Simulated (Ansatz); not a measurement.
**C2H9AlBN: basis-set convergence**

The task here is to estimate one member of a computed series from the others.

Method: one geometry, several basis sets; program: Ansatz 0.2.0, Gaussian basis.

Levels to be run: PBE0-D4/def2-SVP; ωB97M-V/def2-SVP; PBE0-D4/def2-QZVPP; ωB97M-V/def2-QZVPP; the functionals' def2-TZVPP values are taken from earlier runs.

### The geometry

All runs share one geometry, relaxed beforehand with PBE0-D4 in a triple-zeta def2 set.

14 atoms, charge 0, spin multiplicity 1.

Atoms are counted from 1 here; the program's logs count them from 0.

Bond lengths: C1–B2 1.569 Å, C1–H6 1.092 Å, C1–H7 1.096 Å, C1–H8 1.096 Å, B2–N3 1.413 Å, B2–H9 1.207 Å, N3–Al4 1.805 Å, N3–H10 1.012 Å, Al4–C5 1.948 Å, Al4–H11 1.582 Å, C5–H12 1.093 Å, C5–H13 1.095 Å, C5–H14 1.095 Å. Angles: B2–C1–H6 115.5°, B2–C1–H7 109.7°, B2–C1–H8 109.7°, H6–C1–H7 108.2°, H6–C1–H8 108.2°, H7–C1–H8 105.1°, C1–B2–N3 123.7°, C1–B2–H9 118.6°, N3–B2–H9 117.7°, B2–N3–Al4 131.4°, B2–N3–H10 113.3°, Al4–N3–H10 115.3°, N3–Al4–C5 118.0°, N3–Al4–H11 119.5°, C5–Al4–H11 122.5°, Al4–C5–H12 113.4°, Al4–C5–H13 110.8°, Al4–C5–H14 110.8° and more.

Set-up of the first run:

in.yaml

```yaml
crystal:
  periodic: [false, false, false]
  atoms:
    - {symbol: C, position_ang: [-2.474655, 0.133956, -0.378023]}
    - {symbol: B, position_ang: [-1.305194, -0.674248, -1.041854]}
    - {symbol: N, position_ang: [0.044402, -0.574955, -0.635689]}
    - {symbol: Al, position_ang: [0.833503, 0.410542, 0.654103]}
    - {symbol: C, position_ang: [2.761025, 0.246934, 0.879545]}
    - {symbol: H, position_ang: [-2.183304, 0.797203, 0.439403]}
    - {symbol: H, position_ang: [-2.987388, 0.734173, -1.138623]}
    - {symbol: H, position_ang: [-3.235553, -0.559144, -0.000836]}
    - {symbol: H, position_ang: [-1.564320, -1.424340, -1.951293]}
    - {symbol: H, position_ang: [0.668458, -1.165376, -1.171432]}
    - {symbol: H, position_ang: [-0.049767, 1.367203, 1.552600]}
    - {symbol: H, position_ang: [3.219701, -0.462924, 0.186736]}
    - {symbol: H, position_ang: [3.252097, 1.215448, 0.736936]}
    - {symbol: H, position_ang: [3.008193, -0.073575, 1.897127]}
basis:
  gaussian: {orbitals: def2-SVP}
hamiltonian: {xc: pbe0, dispersion: d4}
output: {orbitals: {seedname: orbitals}}
```

Among the steps run: PBE0-D4 in def2-SVP; ωB97M-V in def2-SVP; PBE0-D4 in def2-QZVPP; ωB97M-V in def2-QZVPP.

One of the session's tables, all rows but one given; the rest of the session is left out.

It belongs to the step «Functionals by basis». 

| functional | basis | HOMO (eV) |
| --- | --- | --- |
| PBE0-D4 | def2-SVP | -8.05 |
| PBE0-D4 | def2-TZVPP | ? |
| PBE0-D4 | def2-QZVPP | -8.13 |
| ωB97M-V | def2-SVP | -10.30 |
| ωB97M-V | def2-TZVPP | -10.38 |
| ωB97M-V | def2-QZVPP | -10.38 |

Estimate the missing values for PBE0-D4, def2-TZVPP.

**Answer.** HOMO (eV): -8.11. In the column «HOMO (eV)» it lies between PBE0-D4, def2-QZVPP (-8.13) and PBE0-D4, def2-SVP (-8.05).
